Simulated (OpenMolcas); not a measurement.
# One shape, several levels: GeHCl3 (SMILES [Cl][GeH]([Cl])[Cl])

Aim: a comparison of 6 runs (HF/3-21G, HF/cc-pVDZ, B3LYP/6-31G*, MP2/cc-pVDZ, CCSD(T)/cc-pVDZ) of GeHCl3. 

The calculation is run with OpenMolcas 26.06.

3 further runs of the same task are left out: 3 that didn't finish.

## Step 1: The system as given

The species is GeHCl3 (5 atoms), meant as a singlet with charge 0. SMILES: `[Cl][GeH]([Cl])[Cl]`. The Ge2–Cl3 distance was set to 4.678 Å, away from the relaxed value. At this shape a bond of the SMILES string is far longer than usual.

Bond lengths: Cl1–Ge2 2.126 Å, Ge2–Cl4 2.126 Å, Ge2–H5 1.525 Å. Angles: Cl1–Ge2–Cl4 108.5°, Cl1–Ge2–H5 110.4°, Cl4–Ge2–H5 110.5°.

## Step 2: A single-point energy at HF/3-21G (run 1)

input.xyz

```xyz
5

Cl    -2.396306     2.217050     1.930501
Ge    -1.116206     2.320450     0.236001
Cl     1.117900    -1.767600    -0.185300
Cl    -2.313706     2.615450    -1.495999
H     -0.116006     3.460550     0.392801
```

test.input

```
>>> EXPORT MOLCAS_PRINT=2

&GATEWAY
 BasLib
 $CurrDir
 Coord
 input.xyz
 Basis
 3-21G
 Group
 NoSym

&SEWARD

&SCF
 Thresholds
 1e-10 1e-07 1e-07 1e-05
 PrOrbitals
 1 2
```

The basis set 3-21G is read from a file made from the Basis Set Exchange's data (not shown).

On the command line:

```bash
$ export MOLCAS_MEM=1860
$ pymolcas test.input > test.log
```

The program printed:

```text
--- Start Module: gateway ---
[...]
--- Stop Module: gateway /rc=_RC_ALL_IS_WELL_ ---
--- Start Module: seward ---
[...]
      Basis functions           63
--- Stop Module: seward /rc=_RC_ALL_IS_WELL_ ---
--- Start Module: scf ---
[...]
       Convergence after  20 Iterations
[...]
::    Total SCF energy                              -3437.7313249630
[...]
      Total spin, S                                     0.0000000000
[...]
      Total electronic charge=   84.000000
      Total            charge=   -0.000000
[...]
      Dipole Moment (debye):
      Origin of the operator (angstrom)=   -1.1579    1.5692    0.1477
                   X= -3.0964E+00               Y=  9.9329E+00               Z=  1.0798E+00           Total=  1.0460E+01
      Quadrupole Moment (debye*angstrom):
[...]
--- Stop Module: scf /rc=_RC_ALL_IS_WELL_ ---
[...]
```

It took 2.6 s on 1 thread of Intel Xeon 6975P-C (Granite Rapids), shared host; peak memory 0.4 GiB.

## Step 3: The energy at HF/cc-pVDZ (run 2)

calc.inp

```
>>> EXPORT MOLCAS_PRINT=2
&GATEWAY
BASLIB=$CurrDir
COORD
5
angstrom
Cl      -2.396306       2.217050       1.930501
Ge      -1.116206       2.320450       0.236001
Cl       1.117900      -1.767600      -0.185300
Cl      -2.313706       2.615450      -1.495999
H       -0.116006       3.460550       0.392801
BASIS=cc-pVDZ
GROUP=NoSym
&SEWARD
&SCF
THRESHOLDS=1e-10 1e-07 1e-07 1e-05
PRORBITALS=0
```

The basis set cc-pVDZ is read from a file made from the Basis Set Exchange's data (not shown).

On the command line:

```bash
$ export MOLCAS_MEM=1860
$ pymolcas calc.inp > calc.log
```

The program printed:

```text
--- Start Module: gateway ---
[...]
--- Stop Module: gateway /rc=_RC_ALL_IS_WELL_ ---
--- Start Module: seward ---
[...]
      Basis functions           86
--- Stop Module: seward /rc=_RC_ALL_IS_WELL_ ---
[...]
--- Start Module: scf ---
[...]
       Convergence after  21 Iterations
[...]
::    Total SCF energy                              -3454.3441750475
[...]
      Total spin, S                                     0.0000000000
[...]
      Total electronic charge=   84.000000
      Total            charge=   -0.000000
[...]
      Dipole Moment (debye):
      Origin of the operator (angstrom)=   -1.1579    1.5692    0.1477
                   X= -4.6679E+00               Y=  1.0904E+01               Z=  1.1549E+00           Total=  1.1917E+01
      Quadrupole Moment (debye*angstrom):
[...]
--- Stop Module: scf /rc=_RC_ALL_IS_WELL_ ---
[...]
```

Wall time 6.3 s (1 thread of Intel Xeon 6975P-C (Granite Rapids), shared host); peak memory 0.47 GiB.

Runs 3 to 5 aren't shown in full; the table further down has their settings and results.

## Step 4: The energy at CCSD(T)/cc-pVDZ (run 6)

geom.xyz

```xyz
5

Cl    -2.396306     2.217050     1.930501
Ge    -1.116206     2.320450     0.236001
Cl     1.117900    -1.767600    -0.185300
Cl    -2.313706     2.615450    -1.495999
H     -0.116006     3.460550     0.392801
```

calc.input

```
* Cl3GeH CCSD(T)

&GATEWAY
 BASLIB = $CurrDir
 COORD = geom.xyz
 BASIS = cc-pVDZ
 GROUP = NoSym

&SEWARD

&SCF
 THRESHOLDS = 1e-10 1e-07 1e-07 1e-05
 PRORBITALS = 0

&RASSCF
 FILEORB = $Project.ScfOrb
 SPIN = 1
 NACTEL = 0 0 0
 INACTIVE = 42
 RAS2 = 0
 OUTORBITALS = Canonical
 ORBLISTING = Few

&MOTRA
 JOBIPH
 FROZEN = 24

&CCSDT
 CCT
 TRIPLES = 2
 ITERATIONS = 80
 ACCURACY = 1e-08
 EXTRAPOLATION = 5 4
```

The basis set cc-pVDZ is read from a file made from the Basis Set Exchange's data (not shown).

On the command line:

```bash
$ export MOLCAS_MEM=1860
$ pymolcas calc.input > calc.log
```

The program printed:

```text
--- Start Module: gateway ---
[...]
--- Stop Module: gateway /rc=_RC_ALL_IS_WELL_ ---
[...]
      Basis functions           86
[...]
       Convergence after  21 Iterations
[...]
::    Total SCF energy                              -3454.3441750475
[...]
      Total spin, S                                     0.0000000000
[...]
      Number of active orbitals                  0
[...]
      Spin quantum number                      0.0
[...]
      Active orbitals                            0
[...]
      Number of CSFs                             1
[...]
      Number of root(s) required                 1
[...]
      Convergence after  4 iterations
[...]
      Natural orbitals and occupation numbers for root  1
      ************************************************************************************************************************
      *                                                    Final results                                                     *
      ************************************************************************************************************************
[...]
::    RASSCF root number  1 Total energy:  -3454.34417505
[...]
      Total electronic charge=   84.000000
      Total            charge=   -0.000000
[...]
      Dipole Moment (debye):
      Origin of the operator (angstrom)=   -1.1579    1.5692    0.1477
                   X= -4.6679E+00               Y=  1.0904E+01               Z=  1.1549E+00           Total=  1.1917E+01
      Quadrupole Moment (debye*angstrom):
[...]
--- Start Module: motra ---
[...]
--- Stop Module: motra /rc=_RC_ALL_IS_WELL_ ---
--- Start Module: ccsdt ---
[...]
      Convergence after                    44  Iterations
      Total energy (diff) :   -3454.94112809      -0.00000000
[...]
 METHOD                       : CCSD+T(CCSD)+<T3(1)WT1> = CCSD(T)
[...]
       CCSD     =     -3454.9411280886429
[...]
```

Run time: 66 s. Hardware: 1 thread of Intel Xeon 6975P-C (Granite Rapids), shared host; peak memory 0.47 GiB.

## Step 5: All runs side by side

| run | level | integration grid | Cartesian functions | energy (Eh) | dipole moment (D) of the reference | HOMO energy (eV) | LUMO energy (eV) | wall time |
| --- | --- | --- | --- | --- | --- | --- | --- | --- |
| 1 | HF/3-21G | – | no | -3437.731325 | 10.46 | -8.47 | -4.40 | 2.6 s |
| 2 | HF/cc-pVDZ | – | no | -3454.344175 | 11.92 | -8.13 | -4.02 | 6.3 s |
| 3 | B3LYP/6-31G* (spherical functions) | UltraFine | no | -3457.909727 | 7.56 | -7.05 | -6.18 | 46 s |
| 4 | B3LYP/6-31G* (Cartesian functions) | UltraFine | yes | -3457.924890 | 7.57 | -7.05 | -6.18 | 79 s |
| 5 | MP2/cc-pVDZ | – | no | -3454.885408 | 11.92 | -8.13 | -4.02 | 6.6 s |
| 6 | CCSD(T)/cc-pVDZ | – | no | -3455.019323 | 11.92 | -8.13 | -4.02 | 66 s |

## Step 6: Outcome

```
                                           quantity           value
                                run 6: total energy  -3455.01932 Eh
          run 6: dipole moment (mean-field density)         11.92 D
         run 6: HOMO energy (Hartree–Fock orbitals)        -8.13 eV
         run 6: LUMO energy (Hartree–Fock orbitals)        -4.02 eV
       run 6: HOMO–LUMO gap (Hartree–Fock orbitals)         4.11 eV
run 6: correlation energy (24 core orbitals frozen)      -675.1 mEh
                              run 6: (T) correction      -78.20 mEh
```

**Reading.** Below the HF energy at the same shape and in the same basis (cc-pVDZ): MP2 -541.2 mEh; CCSD(T) -675.1 mEh. Over runs 1, 2, 3, 4 the dipole moment (its size) runs from 7.56 D (B3LYP/6-31G*) to 11.92 D (HF/cc-pVDZ). The two ends differ in method and basis. Over runs 1, 2, 3, 4 the HOMO–LUMO gap runs from 0.87 eV (B3LYP/6-31G*) to 4.11 eV (HF/cc-pVDZ). In runs 1, 2, 3, 4, 5, 6 a closed-shell determinant meets a far-stretched bond, which it describes badly. All runs together took 3.4 min, the longest 79 s.
